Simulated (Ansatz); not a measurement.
## TaOs3, space group P-6m2: a convergence test of the k-point mesh, step by step

With the Ansatz DFT code, driven from Python.

Notebook, run cell by cell (the value of a cell's last expression is shown):

```python
import csv

import ansatz as az
```

```python
lattice = az.Lattice.of(
    [2.787646, 0.0, 0.0],
    [-1.393823, 2.414172, 0.0],
    [0.0, 0.0, 9.086987],
)
sites = [
    ("Ta", [2 / 3, 1 / 3, 0.0]),
    ("Os", [2 / 3, 1 / 3, 0.5]),
    ("Os", [1 / 3, 2 / 3, 0.264786]),
    ("Os", [1 / 3, 2 / 3, 0.735214]),
]
taos3 = az.Crystal(lattice=lattice)
for symbol, position in sites:
    taos3 = taos3.atom(symbol, position)
```

```python
len(taos3.resolved().sites)
```

    4

```python
model = taos3.calculation()
model = model.functional("r2scan", dispersion="D4").occupations(az.OccupationsMethod.COLD, width=0.05)
model = model.basis(530)
model = model.forces().stress()
```

```python
rows = []
for value in [(3, 3, 1), (4, 4, 1), (6, 6, 2), (7, 7, 2), (9, 9, 3), (11, 11, 3)]:
    data = model.kpoints(*value).run().report
    rows.append((value, data["free_energy_ev"] / len(data["lattice"]["sites"]), data["n_iterations"], sum(data["stress_gpa"][i][i] for i in range(3)) / 3, max(abs(f) for row in data["forces_ev_ang"] for f in row), data["n_kpoints"]))
```

```python
with open("kconv.csv", "w", newline="") as handle:
    writer = csv.writer(handle)
    writer.writerow(["mesh", "F/atom (eV)", "iterations", "P (GPa)", "max component (eV/A)", "k-points"])
    writer.writerows([round(v, 5) if isinstance(v, float) else v for v in row] for row in rows)
```

```python
# the last row is the reference
for row in rows[:-1]:
    shift = 1000 * (row[1] - rows[-1][1])
    print(f"{row[0]}: {shift:+.2f} meV/atom" + ("  (within 5 meV)" if abs(shift) < 5 else ""))
```

    (3, 3, 1): +359.42 meV/atom
    (4, 4, 1): +44.30 meV/atom
    (6, 6, 2): +27.76 meV/atom
    (7, 7, 2): +7.58 meV/atom
    (9, 9, 3): +5.34 meV/atom

`kconv.csv`, as written:
```csv
mesh,F/atom (eV),iterations,P (GPa),max component (eV/A),k-points
"(3, 3, 1)",-11034.09469,9,-3.04334,0.29065,3
"(4, 4, 1)",-11034.4098,10,-9.30298,1.01322,4
"(6, 6, 2)",-11034.42635,10,-8.31026,0.36132,14
"(7, 7, 2)",-11034.44652,8,-9.24085,0.34373,16
"(9, 9, 3)",-11034.44877,8,-9.12323,0.16168,24
"(11, 11, 3)",-11034.45411,8,-8.831,0.36154,32
```

Dispersion corrections can be off by several per cent in the lattices of metals, and by several GPa in the pressure at a fixed cell. Pressure is positive in compression. Spin-orbit coupling, which matters for elements this heavy, is left out. At these settings the cell as given stands under about -9 GPa, so it isn't at this functional's equilibrium volume. This cell is a computed structure, which may not be the phase found in nature. Shifts are counted from the finest mesh, which is itself no proven limit. The whole script took 53 s on 1 thread of AMD EPYC 7R43 64-Core Processor (Zen 3), on a shared host, peak memory 0.6 GiB.
